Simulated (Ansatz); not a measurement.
Write a Python script for Ansatz 0.2.0, Python API that makes a geometry optimisation of C₃H₈BNO, SMILES C=C(O)B(C)N. Use: Hartree-Fock, 6-31G* basis, multiplicity 1.

```xyz
14

C    -1.6477    0.9478   -0.3399
C    -0.5041    0.9037    0.2295
O    -0.1073    1.9701    1.0137
B     0.5005   -0.3544    0.0273
C    -0.0328   -1.6002   -0.8921
N     1.7894   -0.4217    0.7070
H    -2.2834    1.8735   -0.1961
H    -2.0485    0.2220   -0.9892
H     0.8259    1.9843    1.5403
H    -0.9677   -2.0271   -0.4420
H    -0.2186   -1.2460   -1.8930
H     0.7727   -2.3660   -0.8649
H     1.5884   -0.3141    1.7215
H     2.3202    0.3988    0.4068
```

`opt_c3h8bno.py`:
```python
# -*- coding: utf-8 -*-
import ansatz
import numpy as np

BASIS_SET = "6-31G*"
FUNCTIONAL = "hf"

GEOMETRY = """
C    -1.64770    0.94780   -0.33990
C    -0.50410    0.90370    0.22950
O    -0.10730    1.97010    1.01370
B     0.50050   -0.35440    0.02730
C    -0.03280   -1.60020   -0.89210
N     1.78940   -0.42170    0.70700
H    -2.28340    1.87350   -0.19610
H    -2.04850    0.22200   -0.98920
H     0.82590    1.98430    1.54030
H    -0.96770   -2.02710   -0.44200
H    -0.21860   -1.24600   -1.89300
H     0.77270   -2.36600   -0.86490
H     1.58840   -0.31410    1.72150
H     2.32020    0.39880    0.40680
"""


def main():
    mol = ansatz.Crystal.molecule()
    for line in GEOMETRY.strip().splitlines():
        symbol, *xyz = line.split()
        mol = mol.atom(symbol, [float(v) for v in xyz])

    base = (
        mol.calculation()
        .basis(gaussian=BASIS_SET)
        .functional(FUNCTIONAL)
    )
    symbols = [site.symbol for site in mol.cartesian_sites]
    start = np.array([site.position_ang for site in mol.cartesian_sites], dtype=float)
    report = base.relax(force_tolerance=0.01).run().report
    end = np.array(report["positions_ang"])

    for key in ("converged", "free_energy_ev", "reference_energy_ev", "n_frozen", "n_occupied", "n_virtual"):
        print(f"{key:22s} {report[key]}")

    print("final positions (A) and the move of each atom")
    for symbol, xyz, old in zip(symbols, end, start):
        print(f"{symbol:2s} {xyz[0]:10.5f} {xyz[1]:10.5f} {xyz[2]:10.5f}   {np.linalg.norm(xyz - old):7.4f}")

    charges = report["charge_distribution"]
    print("dipole moment", round(4.803205 * float(np.linalg.norm(charges["dipole_moment_e_ang"])), 3), "D")
    print("Mulliken:", [(s, round(q, 3)) for s, q in zip(symbols, charges["mulliken_charges_e"])])
    with open("c3h8bno_opt.xyz", "w") as handle:
        handle.write(f"{len(symbols)}\nrelaxed C3H8BNO\n")
        handle.writelines(f"{s:2s} {x:11.6f} {y:11.6f} {z:11.6f}\n" for s, (x, y, z) in zip(symbols, end))


if __name__ == "__main__":
    main()
```

```console
$ python opt_c3h8bno.py
converged              True
free_energy_ev         -7409.228689967779
reference_energy_ev    -7409.228689967779
n_frozen               0
n_occupied             [23, 23]
n_virtual              [83, 83]
final positions (A) and the move of each atom
C    -1.58994    1.17597   -0.54544    0.3125
C    -0.52002    0.97260    0.20549    0.0747
O    -0.14688    1.96743    1.08248    0.0794
B     0.43036   -0.29120    0.07169    0.1043
C    -0.05715   -1.65736   -0.57806    0.3201
N     1.73466   -0.15512    0.56511    0.3069
H    -2.17208    2.07682   -0.46377    0.3541
H    -1.89408    0.45058   -1.27578    0.3978
H     0.24338    1.58139    1.85372    0.7745
H    -0.95912   -2.02797   -0.09734    0.3448
H    -0.30425   -1.51754   -1.62883    0.3884
H     0.69389   -2.44129   -0.52608    0.3559
H     2.41318   -0.88166    0.50779    1.5734
H     2.11504    0.71804    0.85793    0.5895
dipole moment 2.534 D
Mulliken: [('C', -0.466), ('C', 0.266), ('O', -0.765), ('B', 0.551), ('C', -0.701), ('N', -0.925), ('H', 0.185), ('H', 0.177), ('H', 0.444), ('H', 0.172), ('H', 0.17), ('H', 0.151), ('H', 0.369), ('H', 0.37)]
```

`c3h8bno_opt.xyz`, as written:
```text
14
relaxed C3H8BNO
C    -1.589938    1.175973   -0.545444
C    -0.520016    0.972598    0.205487
O    -0.146883    1.967428    1.082477
B     0.430360   -0.291196    0.071688
C    -0.057146   -1.657355   -0.578057
N     1.734657   -0.155116    0.565114
H    -2.172078    2.076817   -0.463774
H    -1.894077    0.450581   -1.275781
H     0.243379    1.581395    1.853725
H    -0.959124   -2.027966   -0.097340
H    -0.304253   -1.517544   -1.628830
H     0.693893   -2.441293   -0.526082
H     2.413183   -0.881659    0.507786
H     2.115043    0.718038    0.857933
```

Reading the output:
- Total energies depend on the basis set; only differences at equal settings carry meaning.
- The end point is the stationary point reached from this start; no frequency run checks that it is a minimum, and the basis set is modest.
- It ran for 81 s on 1 thread of Arm Neoverse V1, with other jobs on the host, peak memory 0.29 GiB.

(A comment or docstring line of the script was reworded after the run, the code is as it ran; lines on the test bed's own set-up are left out of the output.)
